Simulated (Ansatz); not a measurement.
# BaSi8: the cost of one run

Method: DFT PBE+D3(BJ), scalar-relativistic, plane waves, PAW, in Ansatz 0.2.0.

## Step 1: Starting point

It takes space group Pm (No. 6, monoclinic). Conventional cell: a = 6.733 Å, b = 3.887 Å, c = 8.809 Å, α = 90.00°, β = 90.00°, γ = 90.00°. Ba (site symmetry m) has 7 Si at 2.78 to 2.93 Å as nearest neighbours. Si (site symmetry m) has 3 Si at 2.42 Å and 2 Ba at 2.93 Å as nearest neighbours. Si (site symmetry m) is surrounded by 3 Si at 2.42 Å and 1 Ba at 2.93 Å. Si (site symmetry m) is surrounded by 3 Si at 2.42 Å and 1 Ba at 2.78 Å. Around Si (site symmetry m) lie 3 Si at 2.42 Å. Only part of the 9 independent sites is listed.

As a file:

```
Ba Si
1.0
     6.73271    0.00000    0.00000
     0.00000    3.88713    0.00000
     0.00000    0.00000    8.80942
Ba Si
1 8
Direct
  0.83333 0.50000 0.68389
  0.66667 0.00000 0.89772
  0.16667 0.50000 0.89772
  0.83333 0.50000 0.00000
  0.33333 0.00000 0.00000
  0.00000 0.00000 0.36779
  0.50000 0.50000 0.36779
  0.66667 0.00000 0.47007
  0.16667 0.50000 0.47007
```

A structure generator made this guess: Ba between sheets of the Ge type, stage 2 (Pm, No. 6). The dimensions are guesses.

## Step 2: The guess as it stands, on a coarse mesh

File input.yaml:

```yaml
crystal:
  lattice:
    - [6.73270666, 0.0, 0.0]
    - [0.0, 3.88713038, 0.0]
    - [0.0, 0.0, 8.8094212]
  atoms:
    - { symbol: Ba, position: [0.83333333, 0.5, 0.68389403] }
    - { symbol: Si, position: [0.66666667, 0.0, 0.89772136] }
    - { symbol: Si, position: [0.16666667, 0.5, 0.89772136] }
    - { symbol: Si, position: [0.83333333, 0.5, 0.0] }
    - { symbol: Si, position: [0.33333333, 0.0, 0.0] }
    - { symbol: Si, position: [0.0, 0.0, 0.36778807] }
    - { symbol: Si, position: [0.5, 0.5, 0.36778807] }
    - { symbol: Si, position: [0.66666667, 0.0, 0.47006671] }
    - { symbol: Si, position: [0.16666667, 0.5, 0.47006671] }
basis:
  ecutwfc: 420
kpoints:
  mp_grid: { grid: [4, 4, 2] }
hamiltonian:
  xc: pbe
  dispersion: d3bj
scf:
  occupations: { method: gaussian, width: 0.1 }
  lower_state_search: "off"
output:
  forces: true
  stress: true
  eigenvalues: true
```

On the command line:

```sh
> ansatz run input.yaml --threads 1 --pin off --max-ram 2560MiB --backend cpu --events-out ev --progress --plain --runs-dir out
```

**Question.** How long does this run take on 1 thread of Arm Neoverse V2, shared host, and how much memory does it need?

About 9.6 s, with a peak of 0.41 GiB.
